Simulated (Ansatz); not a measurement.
# Cs4In: the cost of one run

Computed with Ansatz 0.2.0 (DFT PBE, scalar-relativistic, plane waves, PAW, unless a step's input says otherwise).

## Step 1: The structure to begin with

It takes space group P-43m (No. 215, cubic). The conventional cell has a = 6.603 Å, b = 6.603 Å, c = 6.603 Å, α = 90.00°, β = 90.00°, γ = 90.00°. Around Cs (site symmetry 3m) lie 1 In at 2.79 Å. In (site symmetry -43m) has 4 Cs at 2.79 Å as nearest neighbours.

As a file:

```cif
data_structure
_symmetry_space_group_name_H-M 'P 1'
_symmetry_Int_Tables_number 1
_cell_length_a 6.6029
_cell_length_b 6.6029
_cell_length_c 6.6029
_cell_angle_alpha 90.000
_cell_angle_beta 90.000
_cell_angle_gamma 90.000
_cell_volume 287.87
loop_
_atom_site_label
_atom_site_type_symbol
_atom_site_fract_x
_atom_site_fract_y
_atom_site_fract_z
_atom_site_occupancy
Cs1 Cs 0.24378 0.75622 0.75622 1
Cs2 Cs 0.75622 0.24378 0.75622 1
Cs3 Cs 0.75622 0.75622 0.24378 1
Cs4 Cs 0.24378 0.24378 0.24378 1
In1 In 0.00000 0.00000 0.00000 1
```

Recipe of the guess: species swapped into a database cell of SnI4 (P-43m, No. 215), with In on the Sn sites and Cs on the I sites. The dimensions are guesses.

## Step 2: A first look at the guess

Input file input.yaml:

```yaml
crystal:
  lattice:
    - [6.60288093, 0.0, 0.0]
    - [0.0, 6.60288093, 0.0]
    - [0.0, 0.0, 6.60288093]
  atoms:
    - { symbol: Cs, position: [0.24378108, 0.75621892, 0.75621892] }
    - { symbol: Cs, position: [0.75621892, 0.24378108, 0.75621892] }
    - { symbol: Cs, position: [0.75621892, 0.75621892, 0.24378108] }
    - { symbol: Cs, position: [0.24378108, 0.24378108, 0.24378108] }
    - { symbol: In, position: [0.0, 0.0, 0.0] }
basis:
  ecutwfc: 420
kpoints:
  mp_grid: { grid: [4, 4, 4] }
hamiltonian:
  xc: pbe
scf:
  occupations: { method: gaussian, width: 0.1 }
  lower_state_search: "off"
output:
  forces: true
  stress: true
  eigenvalues: true
```

Started as:

```sh
> ansatz run input.yaml --threads 1 --pin off --max-ram 2560MiB --backend cpu --events-out ev --progress --plain --runs-dir out
```

Q: Estimate wall time and peak memory on 1 thread of Arm Neoverse V1, shared host.

About 7.7 s, with a peak of 0.41 GiB.
